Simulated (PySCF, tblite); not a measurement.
**C₅H₉FOSi: geometry, infrared bands and NMR shifts**

Aim: predict the infrared bands and NMR shifts of C₅H₉FOSi (`FCOC1=CC[SiH2]C1`).

Computed with tblite 0.8.0 and PySCF 2.14.0, with density-fitted response routines of our own, on a single molecule in the gas phase. Atoms are numbered from 0 throughout.

## Step 1: The molecule as given

17 atoms, charge 0, multiplicity 1; geometry from: force field or distance geometry start.

Bonds of the start (Å): F0–C1 1.39, C1–O2 1.39, O2–C3 1.45, C3–C4 1.26, C4–C5 1.47, C5–Si6 1.90, Si6–C7 1.87, C7–C3 1.48, C1–H8 1.14, C1–H9 1.11, C4–H10 1.13, C5–H11 1.10, C5–H12 1.10, Si6–H13 1.45, Si6–H14 1.48, C7–H15 1.10, C7–H16 1.11.

## Step 2: Optimising the geometry with GFN2-xTB

Job settings and geometry (Å):

```
{"job": {"kind": "relax", "xc": "GFN2-xTB", "basis": "xTB"}, "charge": 0, "multiplicity": 1}
F      3.741300    -1.065500    -0.313500
C      2.562700    -0.494400     0.158300
O      1.472600    -0.992300    -0.538400
C      0.183500    -0.468900    -0.144300
C     -0.744600    -0.256300    -0.973300
C     -2.040800     0.270700    -0.512800
Si    -1.463500     1.011200     1.134000
C     -0.043500    -0.200600     1.295200
H      2.525200    -0.753000     1.266500
H      2.566700     0.616200     0.124100
H     -0.610100    -0.449900    -2.080300
H     -2.473200     1.036300    -1.173300
H     -2.700500    -0.576100    -0.285000
H     -2.453600     0.876000     2.178300
H     -0.972000     2.390800     0.941300
H      0.816200     0.233400     1.828400
H     -0.373400    -1.165400     1.734500
```

The run is started by

```sh
$ OMP_NUM_THREADS=1 python probes_run.py task.json out
```

The driver reads the jobs from task.json and runs them one after another.

**Question.** This job is followed by: GFN2-xTB harmonic vibrations, gas phase; GIAO PBE0/pcSseg-1 NMR shielding, non-relativistic, gas phase. Predict these results of the whole session: strongest single infrared mode (GFN2-xTB); zero-point energy (GFN2-xTB); ¹³C shifts against TMS (PBE0/pcSseg-1); ¹H shifts against TMS (PBE0/pcSseg-1, means over atoms taken as alike); ¹⁹F shifts against CFCl3 (PBE0/pcSseg-1); ¹⁷O shifts against H2O (PBE0/pcSseg-1); ²⁹Si shifts against TMS (PBE0/pcSseg-1); surface potential, 1st and 99th percentile.

The runs gave:

```
                                                              quantity                                value
                             strongest single infrared mode (GFN2-xTB)                2245 cm⁻¹, 380 km/mol
                                          zero-point energy (GFN2-xTB)                        79.2 kcal/mol
                                ¹³C shifts against TMS (PBE0/pcSseg-1)  163.3, 114.2, 102.3, 12.0, 10.7 ppm
¹H shifts against TMS (PBE0/pcSseg-1, means over atoms taken as alike)     5.88, 5.52, 4.48, 1.91, 1.85 ppm
                              ¹⁹F shifts against CFCl3 (PBE0/pcSseg-1)                           -164.2 ppm
                                ¹⁷O shifts against H2O (PBE0/pcSseg-1)                            163.5 ppm
                               ²⁹Si shifts against TMS (PBE0/pcSseg-1)                            -33.8 ppm
                                 surface potential, 1st and 99th percentile                   -1.12 V and 1.09 V
```

What this shows: Relaxing lowered the energy by 0.844 eV in 159 steps; the close pair that moved most is C3–C4, from 1.262 to 1.326 Å. No mode is imaginary among the 45: a minimum at this level. The strongest single mode, at 2245 cm⁻¹, moves mainly H13. Unscaled tight-binding wavenumbers are off by several per cent, some by more. Its intensities can rank the bands wrongly. The most deshielded carbon is C3 (alkene carbon bearing oxygen), at 163.3 ppm: an sp2 carbon further deshielded by the attached heteroatom. H8, H9 (mean) (hydrogen on an sp3 CH2 bonded to F and O) lies farthest downfield among hydrogen, at 5.88 ppm; its carbon carries F and O, hence the downfield position. At PBE0/pcSseg-1: The largest span, 214 ppm, is at F0, where the paramagnetic term is -141 ppm.
